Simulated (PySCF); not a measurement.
# InCl: bond curves at several levels of theory

One job finds the state of InCl, follows it along the bond with each method and fits the curves.

Computed with PySCF 2.14.0. Level: In cc-pVDZ-PP with ECP28, Cl cc-pV(D+d)Z, scalar-relativistic core potentials.

### Step 1. Input

A driver script around PySCF takes these settings:

```yaml
atoms: In, Cl
charge: 0
basis: In cc-pVDZ-PP with ECP28, Cl cc-pV(D+d)Z
Hamiltonian: scalar-relativistic core potentials
basis_functions: 46
electrons_treated: 38
masses_in_u: 114.9039, 34.9689
levels: PBE0, PBE, r²SCAN, TPSSh, BLYP, r²SCANh, CAM-B3LYP, HF, MP2, SCS-MP2, CCSD, CCSD(T)
grid: 80 radial by 434 angular points
occupations: held fixed by the projection of orbital angular momentum
dissociation_limit: In + Cl, each in its ground configuration
starting_distance_in_angstrom: 2.360
values_of_2S_to_try: 0, 2
```

On the command line:

```bash
> OMP_NUM_THREADS=1 python dia.py task.json out
```

After this run come: First curve: PBE0; Higher solutions at PBE0; PBE (GGA); r²SCAN (meta-GGA); TPSSh (hybrid meta-GGA); BLYP (GGA); r²SCANh; CAM-B3LYP (range-separated hybrid); RHF (mean field); Correlated methods on the Hartree–Fock reference.

**Question.** What will these runs give? Wanted: for each run, Re; ωe; De; μ.

As calculated:

Lowest PBE0 solution found, without spin–orbit coupling: ¹Σ⁺ (singlet), closed shell. State 2 has its PBE0 minimum 3.44 eV higher. The other levels ran on the lowest alone.

| level | Re (Å) | ωe (cm⁻¹) | De (eV) | μ (D) |
| --- | --- | --- | --- | --- |
| RHF | 2.458 | 307 | 3.31 | -3.92 |
| RHF-MP2 | 2.435 | 322 | 4.29 | n/a |
| RHF-SCS-MP2 | 2.443 | 318 | 4.17 | n/a |
| RHF-CCSD | 2.443 | 317 | 4.03 | n/a |
| RHF-CCSD(T) | 2.443 | 318 | 4.11 | n/a |
| PBE | 2.462 | 303 | 4.62 | -3.47 |
| BLYP | 2.486 | 293.9 | 4.45 | -3.53 |
| r²SCAN | 2.441 | 314 | 4.59 | -3.50 |
| TPSSh | 2.453 | 308 | 4.53 | -3.60 |
| r²SCANh | 2.437 | 316 | 4.53 | -3.55 |
| PBE0 | 2.443 | 312 | 4.49 | -3.63 |
| CAM-B3LYP | 2.437 | 316 | 4.40 | -3.59 |

De is counted to In + Cl in their ground configurations. A positive dipole means In(−)Cl(+).

Differences from CCSD(T) in the same basis:

| level | Re (mÅ) | ωe (%) |
| --- | --- | --- |
| RHF | +15 | -3.4 |
| RHF-MP2 | -8 | +1.3 |
| RHF-SCS-MP2 | 0 | -0.1 |
| RHF-CCSD | 0 | -0.1 |
| PBE | +19 | -4.6 |
| BLYP | +43 | -7.5 |
| r²SCAN | -2 | -1.1 |
| TPSSh | +10 | -3.0 |
| r²SCANh | -6 | -0.5 |
| PBE0 | -1 | -1.8 |
| CAM-B3LYP | -6 | -0.6 |

Against CCSD(T) in the same basis, the bond length is nearest at RHF-SCS-MP2 and RHF-CCSD (0 mÅ) and farthest at BLYP (+43 mÅ); the wavenumber is nearest at RHF-SCS-MP2 and RHF-CCSD (-0.1 %) and farthest at BLYP (-7.5 %). CCSD(T) in a basis this small is itself some way from its limit, more so than the functionals. Among the levels with a De in the table, it runs from 3.31 eV (RHF) to 4.62 eV (PBE).

Correlated steps freeze 9 core orbitals. These are scalar-relativistic numbers at best; spin–orbit coupling would shift them, the dissociation energy most.
